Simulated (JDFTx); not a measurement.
BiS:

```
Bi S
1.0
     4.00294    0.00000    0.00000
     0.00000    4.00294    0.00000
     0.00000    0.00000    4.00294
Bi S
1 1
Cartesian
  2.0015 2.0015 2.0015
  0.0000 0.0000 0.0000
```

The cell was built by a generator and needn't be a form met in nature.

- Program: JDFTx 1.7.0 (patched build)
- Task: relaxation of cell and atoms
- Functional: PBE
- Dispersion: D2
- Potentials or basis: PseudoDojo-SR-PBE-0.4.1-standard (Bi) + PseudoDojo-SR-PBE-0.5-standard (S) with smoothed tails
- Cutoff: 898 eV
- Density cutoff: 7184 eV
- k mesh: 7 × 7 × 7
- Occupations: fermi-dirac, width 0.05 eV
- Spin: no spin polarisation

At the start: pressure -11.1 GPa; volume 32.07 Å³/atom.

Problem. How do energy, volume and symmetry change on relaxing?

Solution. Over 7 steps the energy falls by 395.6 meV/atom and the volume is 23.28 Å³/atom (-27.4 %); space group Pm-3m (No. 221, to 0.05 Å).

The path:
```csv
step,energy change (eV),largest force (eV/Å),pressure (GPa),volume (Å³)
1,0.0000,0.0000,-11.07,64.14
2,-0.2482,0.0000,-10.13,60.40
3,-0.7571,0.0000,4.29,43.88
4,-0.7904,0.0000,-0.61,47.01
5,-0.7913,0.0000,-0.04,46.59
6,-0.7913,0.0000,0.00,46.56
7,-0.7913,0.0000,0.00,46.56
```

Final structure:
```
Bi S
1.0
     3.59757    0.00000    0.00000
     0.00000    3.59757    0.00000
     0.00000    0.00000    3.59757
Bi S
1 1
Direct
  0.50000 0.50000 0.50000
  0.00000 0.00000 0.00000
```

Caveat: the volume moved by over 15 % at a fixed basis, so the end points are rough; the plane waves are those of the starting cell, so after so large a change of volume the result is rough; pairwise dispersion overbinds metals, which lowers pressure and volume.
